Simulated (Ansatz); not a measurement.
**Zr3Cd2: how well frozen cores do**

Does the method matter for Zr3Cd2? The same cell, functional and mesh are run with all-electron LAPW, frozen-core PAW and datasets made for this crystal.

Computed with Ansatz 0.2.0 (DFT PBE, scalar-relativistic, unless a step's input says otherwise).

## (1) The structure to begin with

Symmetry: Pmmm, No. 47, orthorhombic system. Conventional cell: a = 5.300 Å, b = 6.520 Å, c = 7.860 Å, α = 90.00°, β = 90.00°, γ = 90.00°. Zr (site symmetry mmm) is surrounded by 2 Cd at 2.65 Å. Around Zr (site symmetry mmm) lie 2 Zr at 2.65 Å. Cd (site symmetry mmm) is surrounded by 2 Cd at 3.26 Å. Around Cd (site symmetry mmm) lie 2 Zr at 2.65 Å.

Coordinates:

```
Zr Cd
1.0
     5.30000    0.00000    0.00000
     0.00000    6.52000    0.00000
     0.00000    0.00000    7.86000
Zr Cd
3 2
Direct
  0.00000 0.00000 0.50000
  0.50000 0.00000 0.00000
  0.00000 0.00000 0.00000
  0.50000 0.50000 0.50000
  0.50000 0.00000 0.50000
```

The structure is an experimental refinement, used without relaxation.

Atoms are numbered in the order of the input: Zr1, Zr2, Zr3, Cd4, Cd5.

## (2) All-electron LAPW

input.yaml

```yaml
crystal:
  lattice:
    - [5.3, 0.0, 0.0]
    - [0.0, 6.52, 0.0]
    - [0.0, 0.0, 7.86]
  atoms:
    - { symbol: Zr, position: [0.0, 0.0, 0.5] }
    - { symbol: Zr, position: [0.5, 0.0, 0.0] }
    - { symbol: Zr, position: [0.0, 0.0, 0.0] }
    - { symbol: Cd, position: [0.5, 0.5, 0.5] }
    - { symbol: Cd, position: [0.5, 0.0, 0.5] }
kpoints:
  mp_grid: { grid: [5, 5, 4] }
  band_path:
    path:
      - [0.0, 0.0, 0.0]
      - [0.5, 0.0, 0.0]
      - [0.5, 0.5, 0.0]
      - [0.0, 0.5, 0.0]
      - [0.0, 0.0, 0.0]
      - [0.0, 0.0, 0.5]
      - [0.5, 0.0, 0.5]
      - [0.5, 0.5, 0.5]
      - [0.0, 0.5, 0.5]
    npoints: 8
scf:
  occupations: { method: fermi_dirac, width: 0.05 }
hamiltonian:
  xc: pbe
  pseudopotentials: { kind: all_electron, lapw: { basis_error: 0.001 } }
output:
  forces: true
  stress: true
  eigenvalues: true
  fatbands: true
  populations: true
  dos: { projected: true, de: 0.2, e_range: [-14, 8] }
```

## (3) Frozen-core PAW

Edit input.yaml of step 2 so:

```diff
@@ -29,3 +29,3 @@
   xc: pbe
-  pseudopotentials: { kind: all_electron, lapw: { basis_error: 0.001 } }
+  pseudopotentials: { kind: paw }
 output:
@@ -34,4 +34,5 @@
   eigenvalues: true
-  fatbands: true
+  efg: { contact_densities: true }
   populations: true
+  bader: true
   dos: { projected: true, de: 0.2, e_range: [-14, 8] }
```

## (4) Datasets made for this crystal

Edit input.yaml of step 3 so:

```diff
@@ -29,3 +29,3 @@
   xc: pbe
-  pseudopotentials: { kind: paw }
+  pseudopotentials: { kind: all_electron, datasets: crystal }
 output:
@@ -35,4 +35 @@
   efg: { contact_densities: true }
-  populations: true
-  bader: true
-  dos: { projected: true, de: 0.2, e_range: [-14, 8] }
```

(Steps that only read results are left out.)

Before running it: what results should come out? Wanted: pressure; gap; Bader charges.

**Answer**, as computed:

```
           quantity                                                    value
           pressure        LAPW -3.11, PAW -3.12, crystal datasets -3.12 GPa
         gap (LAPW)                                                     none
Bader charges (PAW)  Zr1 +0.59, Zr2 +0.23, Zr3 -0.05, Cd4 -0.00, Cd5 -0.76 e
```

**Reading.** The pressure of -3.1 GPa pushes the cell to shrink, with the atoms held in place. Bands cross the Fermi level: the crystal is a metal at this level. Zr 4d carries the largest share, 89 %, of the projected states within 0.3 eV of the Fermi level. The projection holds only the free atom's occupied shells (Zr 5s, Zr 4d, Cd 5s, Cd 4d in this range). The field gradient at Zr1, the largest by crystal datasets, is 15.60 by PAW and 15.69 by crystal datasets (10²¹ V/m²), within 5 %. No spin–orbit coupling: at heavy atoms the gradients can be off by tens of per cent for that reason. PAW lies less than 0.01 GPa from LAPW in pressure. LAPW took about 3 times as long as PAW (1.7 min against 35 s, on a shared host and with the outputs that each input asks for).
